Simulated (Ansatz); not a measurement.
# AlBH₄SSi: how energies converge with the basis set

The task here is to estimate one member of a computed series from the others.

Program: Ansatz 0.2.0, Gaussian basis. Level of theory: one geometry, several basis sets. These are calculated values, not measurements.

Levels to be run: PBE0-D4/def2-SVP; ωB97M-V/def2-SVP; PBE0-D4/def2-QZVPP; ωB97M-V/def2-QZVPP; the functionals' def2-TZVPP values are taken from earlier runs.

### The relaxed structure

An earlier PBE0-D4 in a triple-zeta def2 set relaxation fixed the geometry.

SMILES `[SiH3][B]1[AlH][S]1`, 8 atoms, charge 0, spin multiplicity 1.

Atoms are counted from 1 here; the program's logs count them from 0.

Bond lengths: Si1–B2 1.991 Å, Si1–H5 1.491 Å, Si1–H6 1.491 Å, Si1–H7 1.490 Å, B2–Al3 2.012 Å, B2–S4 1.794 Å, Al3–S4 2.214 Å, Al3–H8 1.573 Å. Angles: B2–Si1–H5 109.3°, B2–Si1–H6 109.3°, B2–Si1–H7 113.8°, H5–Si1–H6 107.5°, H5–Si1–H7 108.3°, H6–Si1–H7 108.3°, Si1–B2–Al3 157.0°, Si1–B2–S4 132.1°, Al3–B2–S4 70.9°, B2–Al3–S4 50.0°, B2–Al3–H8 180.0°, S4–Al3–H8 130.0°, B2–S4–Al3 59.2°.

Set-up of the first run:

in.yaml

```yaml
crystal:
  periodic: [false, false, false]
  atoms:
    - {symbol: Si, position_ang: [-0.389053, 1.405749, -0.631284]}
    - {symbol: B, position_ang: [0.253267, -0.314206, 0.139538]}
    - {symbol: Al, position_ang: [0.107564, -2.166448, 0.911281]}
    - {symbol: S, position_ang: [1.898033, -0.926787, 0.511859]}
    - {symbol: H, position_ang: [-1.161207, 1.130977, -1.876265]}
    - {symbol: H, position_ang: [-1.313906, 2.064525, 0.334307]}
    - {symbol: H, position_ang: [0.703780, 2.363751, -0.960284]}
    - {symbol: H, position_ang: [-0.006176, -3.614660, 1.515151]}
basis:
  gaussian: {orbitals: def2-SVP}
hamiltonian: {xc: pbe0, dispersion: d4}
output: {orbitals: {seedname: orbitals}}
```

Started as:

```
$ ansatz run in.yaml --threads 2 --pin off --events-out ev --progress --plain --max-ram 4352MiB
```

Among the steps run: PBE0-D4 in def2-SVP; ωB97M-V in def2-SVP; PBE0-D4 in def2-QZVPP; ωB97M-V in def2-QZVPP.

One of the session's tables, all rows but one given; the rest of the session is left out.

It belongs to the step «Functionals by basis». 

| functional | basis | HOMO (eV) | LUMO (eV) |
| --- | --- | --- | --- |
| PBE0-D4 | def2-SVP | ? | ? |
| PBE0-D4 | def2-TZVPP | -6.30 | -2.30 |
| PBE0-D4 | def2-QZVPP | -6.31 | -2.32 |
| ωB97M-V | def2-SVP | -8.23 | -0.25 |
| ωB97M-V | def2-TZVPP | -8.25 | -0.39 |
| ωB97M-V | def2-QZVPP | -8.26 | -0.46 |

Estimate the missing values for PBE0-D4, def2-SVP.

As computed: HOMO (eV): -6.32; LUMO (eV): -2.22. In the column «HOMO (eV)» it lies between ωB97M-V, def2-SVP (-8.23) and PBE0-D4, def2-QZVPP (-6.31).
